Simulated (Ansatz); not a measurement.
# SnHClO: one structure at several levels

A test off equilibrium: a structure displaced at random from a GFN2-xTB minimum is computed at several levels, and each is set against CCSD(T).

Computed with Ansatz 0.2.0, Gaussian basis. Level: single points in def2-TZVPP.

Correlated methods freeze the cores. Filled d shells of the heavier atoms are correlated. Core potentials replace the inner electrons past krypton, and spin-orbit coupling is left out.

**1. Where the work starts**

SMILES `[OH][Sn][Cl]`, 4 atoms, charge 0, spin multiplicity 1.

Atoms are counted from 1 here; the program's logs count them from 0.

Bond lengths: O1–Sn2 2.039 Å, O1–H4 0.934 Å, Sn2–Cl3 2.367 Å. Angles: Sn2–O1–H4 134.6°, O1–Sn2–Cl3 97.5°.

As a file:

```xyz
4
ClHOSn
O    -0.5175    0.5495   -0.6553
Sn   -0.2543   -0.6985    0.9355
Cl    2.1013   -0.8804    0.7987
H    -1.2587    0.9435   -1.0647
```

**2. CCSD(T)/def2-TZVPP**

The input, run/in.yaml:

```yaml
crystal:
  periodic: [false, false, false]
  atoms:
    - {symbol: O, position_ang: [-0.517500, 0.549500, -0.655300]}
    - {symbol: Sn, position_ang: [-0.254300, -0.698500, 0.935500]}
    - {symbol: Cl, position_ang: [2.101300, -0.880400, 0.798700]}
    - {symbol: H, position_ang: [-1.258700, 0.943500, -1.064700]}
basis:
  gaussian: {orbitals: def2-TZVPP}
correlation: {method: ccsd_t}
output: {forces: true}
```

The command line of these runs was not kept.

**3. PBE0-D4/def2-TZVPP**

Changes to run/in.yaml since step 2:

```diff
@@ -9,3 +9,3 @@
   gaussian: {orbitals: def2-TZVPP}
-correlation: {method: ccsd_t}
-output: {forces: true}
+hamiltonian: {xc: pbe0, dispersion: d4}
+output: {forces: true, orbitals: {seedname: orbitals}}
```

**4. wB97M-V/def2-TZVPP**

Changes to run/in.yaml since step 3:

```diff
@@ -9,3 +9,3 @@
   gaussian: {orbitals: def2-TZVPP}
-hamiltonian: {xc: pbe0, dispersion: d4}
-output: {forces: true, orbitals: {seedname: orbitals}}
+hamiltonian: {xc: {name: wB97M-V}}
+output: {forces: true}
```

**5. r2SCAN-D4/def2-TZVPP**

Changes to run/in.yaml since step 4:

```diff
@@ -9,3 +9,3 @@
   gaussian: {orbitals: def2-TZVPP}
-hamiltonian: {xc: {name: wB97M-V}}
+hamiltonian: {xc: r2scan, dispersion: d4}
 output: {forces: true}
```

**6. PBE-D4/def2-TZVPP**

Changes to run/in.yaml since step 5:

```diff
@@ -9,3 +9,3 @@
   gaussian: {orbitals: def2-TZVPP}
-hamiltonian: {xc: r2scan, dispersion: d4}
+hamiltonian: {xc: pbe, dispersion: d4}
 output: {forces: true}
```

**7. BLYP-D4/def2-TZVPP**

Changes to run/in.yaml since step 6:

```diff
@@ -9,3 +9,3 @@
   gaussian: {orbitals: def2-TZVPP}
-hamiltonian: {xc: pbe, dispersion: d4}
+hamiltonian: {xc: {name: BLYP}, dispersion: d4}
 output: {forces: true}
```

**8. r2SCANh-D4/def2-TZVPP**

Changes to run/in.yaml since step 7:

```diff
@@ -9,3 +9,3 @@
   gaussian: {orbitals: def2-TZVPP}
-hamiltonian: {xc: {name: BLYP}, dispersion: d4}
+hamiltonian: {xc: {name: r2SCANh}, dispersion: d4}
 output: {forces: true}
```

(Steps that only read results are left out.)

**Question.** What will these runs give? Wanted: energy less free atoms, CCSD(T)/def2-TZVPP; RMS force component; RMS force error; HOMO and LUMO, PBE0-D4; T1 diagnostic.

The runs gave:

```
                                  quantity                                                                                              value
energy less free atoms, CCSD(T)/def2-TZVPP                                                                                     -1171.4 kJ/mol
                       RMS force component                                                               0.917 to 0.997 eV/Å over the methods
                           RMS force error  PBE0-D4 0.065, wB97M-V 0.048, r2SCAN-D4 0.087, PBE-D4 0.297, BLYP-D4 0.435, r2SCANh-D4 0.057 eV/Å
                    HOMO and LUMO, PBE0-D4                                                                                 -7.59 and -2.60 eV
                             T1 diagnostic                                                                                              0.017
```

Against CCSD(T) the functionals' energies less atoms differ by -91.1 to -30.1 kJ/mol, PBE-D4 by -91.1 kJ/mol. CCSD(T) in triple zeta still lacks some correlation energy of the bonds, so part of these gaps is its own basis error and they don't rank the functionals. On forces the order runs from wB97M-V to BLYP-D4. Frozen-core CCSD(T) forces in triple zeta carry basis errors of their own, and this is one geometry, so small gaps rank nothing.
